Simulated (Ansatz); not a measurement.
# C₂H₆BClO: small, medium and large basis sets

How large a basis does C₂H₆BClO need? Two functionals are run in growing sets.

The runs use Ansatz 0.2.0, Gaussian basis; one geometry, several basis sets.

Plan: PBE0-D4/def2-SVP; ωB97M-V/def2-SVP; PBE0-D4/def2-QZVPP; ωB97M-V/def2-QZVPP; the functionals' def2-TZVPP values are taken from earlier runs.

### 1 The geometry

The geometry comes from an earlier relaxation with PBE0-D4 in a triple-zeta def2 set; it is a stationary point, not always the lowest conformer.

SMILES `COB(C)Cl`, 11 atoms, charge 0, spin multiplicity 1.

Atoms are counted from 1 here; the program's logs count them from 0.

Bond lengths: C1–O2 1.411 Å, C1–H6 1.091 Å, C1–H7 1.092 Å, C1–H8 1.091 Å, O2–B3 1.341 Å, B3–C4 1.564 Å, B3–Cl5 1.779 Å, C4–H9 1.091 Å, C4–H10 1.092 Å, C4–H11 1.095 Å. Angles: O2–C1–H6 108.3°, O2–C1–H7 108.9°, O2–C1–H8 112.5°, H6–C1–H7 108.8°, H6–C1–H8 109.2°, H7–C1–H8 109.1°, C1–O2–B3 125.5°, O2–B3–C4 127.7°, O2–B3–Cl5 114.2°, C4–B3–Cl5 118.0°, B3–C4–H9 115.1°, B3–C4–H10 110.3°, B3–C4–H11 108.9°, H9–C4–H10 108.6°, H9–C4–H11 107.7°, H10–C4–H11 106.0°.

### 2 PBE0-D4 in def2-SVP

in.yaml

```yaml
crystal:
  periodic: [false, false, false]
  atoms:
    - {symbol: C, position_ang: [-1.359285, 0.599033, 0.812204]}
    - {symbol: O, position_ang: [-0.496619, 1.102046, -0.184103]}
    - {symbol: B, position_ang: [0.556645, 0.452570, -0.701531]}
    - {symbol: C, position_ang: [1.075244, -0.976383, -0.333587]}
    - {symbol: Cl, position_ang: [1.418061, 1.353740, -1.970240]}
    - {symbol: H, position_ang: [-1.441655, 1.345372, 1.603753]}
    - {symbol: H, position_ang: [-2.347498, 0.438992, 0.376430]}
    - {symbol: H, position_ang: [-1.001008, -0.339174, 1.239717]}
    - {symbol: H, position_ang: [0.644210, -1.405278, 0.572040]}
    - {symbol: H, position_ang: [2.162638, -0.969916, -0.231800]}
    - {symbol: H, position_ang: [0.854465, -1.658003, -1.162181]}
basis:
  gaussian: {orbitals: def2-SVP}
hamiltonian: {xc: pbe0, dispersion: d4}
output: {orbitals: {seedname: orbitals}}
```

After this run come: ωB97M-V in def2-SVP; PBE0-D4 in def2-QZVPP; ωB97M-V in def2-QZVPP.

**Question.** What will the summary of the whole plan be? Wanted: PBE0-D4: double and triple zeta above quadruple; ωB97M-V: double and triple zeta above quadruple.

The runs gave:

| quantity | value |
| --- | --- |
| PBE0-D4: double and triple zeta above quadruple | 10.41, 0.65 eV |
| ωB97M-V: double and triple zeta above quadruple | 10.57, 0.62 eV |

**Reading.** PBE0-D4 gains 9.76 eV from double to triple zeta, then 0.65 eV more. These are total energies; as a rule much of such shifts cancels in differences, which this series doesn't test. The LUMO of ωB97M-V is positive and keeps falling with the basis (2.64 to 1.53 eV): an unbound level that the basis holds in place.
